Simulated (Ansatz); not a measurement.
# AlBH6OSi2: the cost of one run

All numbers below are computed with Ansatz 0.2.0 (RKS PBE0-D4/6-31G*).

## 1. Starting point

Bond lengths: Si1–Al2 2.299 Å, Al2–B3 2.086 Å, B3–O4 1.567 Å, Al2–Si5 2.242 Å, O4–Si5 1.756 Å, Si1–H6 1.511 Å, Si1–H7 1.505 Å, Si1–H8 1.424 Å, B3–H9 1.204 Å, Si5–H10 1.451 Å, Si5–H11 1.454 Å. Angles (14 of 19 angles, heavy atoms first): Si1–Al2–B3 136.3°, Si1–Al2–Si5 136.6°, B3–Al2–Si5 72.4°, Al2–B3–O4 94.6°, B3–O4–Si5 100.6°, Al2–Si5–O4 84.4°, Al2–Si1–H6 111.0°, Al2–Si1–H7 109.7°, Al2–Si1–H8 111.8°, Al2–B3–H9 128.8°, O4–B3–H9 131.5°, Al2–Si5–H10 114.5°, Al2–Si5–H11 113.7°, O4–Si5–H10 108.1°.

Structure file:

```xyz
11

Si   -2.1664    0.8905   -0.1544
Al    0.0725    0.4850    0.1735
B     1.2341   -0.5123    1.5904
O     2.4819   -0.6554    0.6531
Si    1.7111   -0.5820   -0.9228
H    -2.7356    1.7285    0.9670
H    -2.3563    1.7061   -1.4045
H    -2.9099   -0.3175   -0.2771
H     0.8750   -1.1532    2.5449
H     2.5155    0.2694   -1.7786
H     1.3436   -1.9160   -1.3708
```

## 2. End point A

Contents of input.yaml:

```yaml
crystal:
  periodic: [false, false, false]
  atoms:
    - { symbol: Si, position_ang: [-2.1664, 0.8905, -0.1544] }
    - { symbol: Al, position_ang: [0.0725, 0.485, 0.1735] }
    - { symbol: B, position_ang: [1.2341, -0.5123, 1.5904] }
    - { symbol: O, position_ang: [2.4819, -0.6554, 0.6531] }
    - { symbol: Si, position_ang: [1.7111, -0.582, -0.9228] }
    - { symbol: H, position_ang: [-2.7356, 1.7285, 0.967] }
    - { symbol: H, position_ang: [-2.3563, 1.7061, -1.4045] }
    - { symbol: H, position_ang: [-2.9099, -0.3175, -0.2771] }
    - { symbol: H, position_ang: [0.875, -1.1532, 2.5449] }
    - { symbol: H, position_ang: [2.5155, 0.2694, -1.7786] }
    - { symbol: H, position_ang: [1.3436, -1.916, -1.3708] }
basis:
  gaussian: { orbitals: "6-31G*" }
hamiltonian:
  xc: pbe0
  dispersion: d4
relax:
  f_tol: 0.02
  max_steps: 50
```

Launch:

```bash
> ansatz run input.yaml --threads 2 --pin off --max-ram 3072MiB --backend cpu --events-out ev --progress --plain --runs-dir out
```

**Question.** How long does this run take on 2 threads of AMD EPYC 9R45 (Zen 5), shared host, and how much memory does it need?

About 17 s, with a peak of 0.24 GiB.
